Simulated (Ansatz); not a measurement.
Run this with the Python package of Ansatz (0.2.0) and show what comes out.

The script, `run_robust.py`:
```python
"""Fall back on smearing if K2Pt turns out to have no gap."""

import logging
import sys
import warnings

import ansatz as az
from ase import Atoms

logging.basicConfig(stream=sys.stdout, format="%(levelname)s %(message)s")
logger = logging.getLogger("k2pt")
logger.setLevel(logging.INFO)

atoms = Atoms(
    ["K", "K", "Pt"],
    scaled_positions=[
        [0.75, 0.75, 0.75],
        [0.25, 0.25, 0.25],
        [0.0, 0.0, 0.0],
    ],
    cell=[
        [0.0, 3.78146, 3.78146],
        [3.78146, 0.0, 3.78146],
        [3.78146, 3.78146, 0.0],
    ],
    pbc=True,
)
structure = az.Crystal.from_ase(atoms)

calc = structure.calculation()
calc = calc.mixing("msr1", preconditioner="kerker_dos").pseudopotentials("nc")
calc = calc.functional(az.Functional.LDA)
calc = calc.kpoints(length=22)

warnings.simplefilter("ignore")
summary = None
try:
    outcome = calc.occupations("fixed").scf(max_iterations=60).band_table().run(threads=1)
    kinds = {n["data"]["kind"] for n in outcome.notices if n["data"].get("severity") != "audit"}
    print("fixed occupations: gap by band count", round(outcome.report["gap_by_band_count_ev"], 3), "eV, notices", sorted(kinds))
    if outcome.report["gap_by_band_count_ev"] > 0.1:
        summary = outcome.report
except az.AnsatzError as error:
    print(type(error).__name__, "under fixed occupations:", str(error)[:140])
if summary is None:
    summary = calc.occupations("fermi_dirac", width=0.05).run(threads=1).report
    print("smeared: TS =", round(summary["entropy_ts_ev"], 5), "eV")
logger.info(f"F = {summary['free_energy_ev']:.5f} eV")
```

```console
$ python run_robust.py
fixed occupations: gap by band count 1.532 eV, notices ['metallic_iterate']
INFO F = -5184.13601 eV
```

The settings weren't tested for convergence. Spin is left out of this run. Along an axis with an odd division the mesh misses the point at one half; a gap read on a finite mesh is an upper bound on this functional's gap. Semilocal gaps usually lie well under measured ones. The structure comes from a database of computed cells and needn't be a stable or known phase. Gaps and levels are Kohn-Sham values on a finite set of k-points, without spin-orbit coupling. The script silences warnings, which a real study should read. Timing: 8.7 s on 1 thread of Intel(R) Xeon(R) Processor @ 2.30GHz, on a shared host, peak memory 0.69 GiB.
